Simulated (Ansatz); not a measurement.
# H2HfSi: the cost of one run

Computed with Ansatz 0.2.0, Gaussian basis. Level: the settings change from run to run.

26 further runs of the same task are left out: 7 that didn't finish, 19 set aside as unsound or not needed. Runs told in other sessions of the task aren't counted.

## (1) The system

The geometry is a PBE0/def2-TZVP stationary point (not a proven minimum) of the parent state, kept for this charge and spin. No spin-orbit coupling is included. Elements past krypton take def2 core potentials.

4 atoms, charge 1, spin multiplicity 4.

Atoms are counted from 1 here; the program's logs count them from 0.

Bond lengths: Hf1–Si2 2.574 Å, Si2–H3 1.505 Å, Si2–H4 1.505 Å. Angles: Hf1–Si2–H3 121.3°, Hf1–Si2–H4 121.3°, H3–Si2–H4 103.7°.

## (2) CISD/def2-SVP

Input file in.yaml:

```yaml
crystal:
  periodic: [false, false, false]
  atoms:
    - {symbol: Hf, position_ang: [-0.006792, 0.000000, 0.378902]}
    - {symbol: Si, position_ang: [0.072482, 0.000000, -2.193437]}
    - {symbol: H, position_ang: [-0.408472, -1.183253, -2.989449]}
    - {symbol: H, position_ang: [-0.408472, 1.183253, -2.989449]}
basis:
  gaussian: {orbitals: def2-SVP}
total_charge: 1
magnetization: {spin_polarized: false, initial_magnetization: 3}
correlation: {active_space: {ras: {orbitals: [3, 3, 45], electrons: 9, max_holes: 2, max_particles: 2}, fixed_orbitals: true}}
accuracy: high
output: {forces: true}
```

Run with:

```console
$ ansatz run in.yaml --threads 1 --pin off --events-out ev --progress --plain --max-ram 2393MiB
```

Q: Estimate wall time and peak memory on 1 thread of Arm Neoverse V1, shared host.

About 33 s, with a peak of 0.36 GiB.
